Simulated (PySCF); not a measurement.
**WOF3: other functionals and bases at one geometry**

One table from this session's results is given with a row withheld; the runs are named, their logs left out.

The runs use PySCF 2.14.0; several levels, as the steps say, no spin–orbit coupling.

4 further runs of the same task are left out: 2 for a known fault of the program, 2 that didn't finish.

## The starting structure

5 atoms, charge 0, spin multiplicity 2.

Bond lengths: W1–O2 1.713 Å, W1–F3 1.864 Å, W1–F4 1.894 Å, W1–F5 1.865 Å. Angles: O2–W1–F3 101.9°, O2–W1–F4 131.4°, O2–W1–F5 101.7°, F3–W1–F4 95.8°, F3–W1–F5 136.1°, F4–W1–F5 95.7°.

Coordinates:

```xyz
5
F3OW
W    -0.0482    0.0903   -0.0442
O     0.6897    1.1731    1.0593
F    -0.7940   -1.1761    1.1027
F     0.6943   -1.1615   -1.2570
F    -0.6843    1.2580   -1.3514
```

Formal oxidation states: W +5. An earlier session relaxed this geometry at BP86, W def2-SVP with ECP60, O def2-SVP, F def2-SVP (doublet, point group Cs).

At BP86 on the finer grid: E = -441.857606 Eh, HOMO -5.72 eV, LUMO -4.39 eV (over both spins), ⟨S²⟩ = 0.752, Mulliken charge on W1 +1.08 e, largest force component 0.026 eV/Å. 

Levels to run: M06-L; PBE0; revPBE; r2SCAN; BP86, TZVP; BP86, x2c-SVP. Hardware: 2 threads of Arm Neoverse V2, shared host.

Set-up of the first run:

The input, run.py (the lines that set the calculation):

```python
mol = gto.M(atom='''
W     -0.04820     0.09030    -0.04424
O      0.68971     1.17315     1.05927
F     -0.79398    -1.17608     1.10268
F      0.69426    -1.16145    -1.25701
F     -0.68427     1.25805    -1.35138''',
    basis={'W': 'def2-SVP', 'O': 'def2-SVP', 'F': 'def2-SVP'},
    ecp={'W': 'def2-SVP'},
    charge=0, spin=1)
mf = dft.UKS(mol, xc='M06L')
mf.grids.atom_grid = (75, 302)
mf = mf.density_fit()  # fitting sets: W def2-universal-JKFIT, O def2-universal-JKFIT, F def2-universal-JKFIT
mf.conv_tol = 1e-08; mf.max_cycle = 55
mf.kernel(dm0)  # dm0: the density of the relaxed state
```

Run with:

```
$ OMP_NUM_THREADS=2 python run.py
```

Among the steps run: M06-L; PBE0; revPBE; r2SCAN; BP86, TZVP; BP86, x2c-SVP.

One of the session's tables, all rows but one given; the rest of the session is left out.

```
              level  HOMO (eV)  gap (eV)  charge on W1 (e)  dipole (D)  largest force component (eV/Å)
BP86 (relaxed here)      -5.72      1.33              1.08        0.72                            0.03
              M06-L      -5.92      1.69              1.45        0.73                            0.47
               PBE0      -7.36      3.84              1.32        0.72                            0.96
             revPBE      -5.57      1.38              1.09        0.70                            0.13
             r2SCAN          ?         ?                 ?           ?                               ?
         BP86, TZVP      -5.83      1.31              1.36        0.69                            0.12
      BP86, x2c-SVP      -6.02      1.21              1.01        0.69                            0.60
```

Q: Estimate the row for r2SCAN from the others.

As computed: HOMO (eV): -6.18; gap (eV): 1.87; charge on W1 (e): 1.27; dipole (D): 0.72; largest force component (eV/Å): 0.46. In the column «HOMO (eV)» it lies between PBE0 (-7.36) and BP86, x2c-SVP (-6.02).

In one basis the HOMO–LUMO gap runs from 1.33 eV (BP86) to 3.84 eV (PBE0). The largest leftover force, 0.96 eV/Å with PBE0, stands at a geometry relaxed at another level. Total energies of different levels can't be compared.
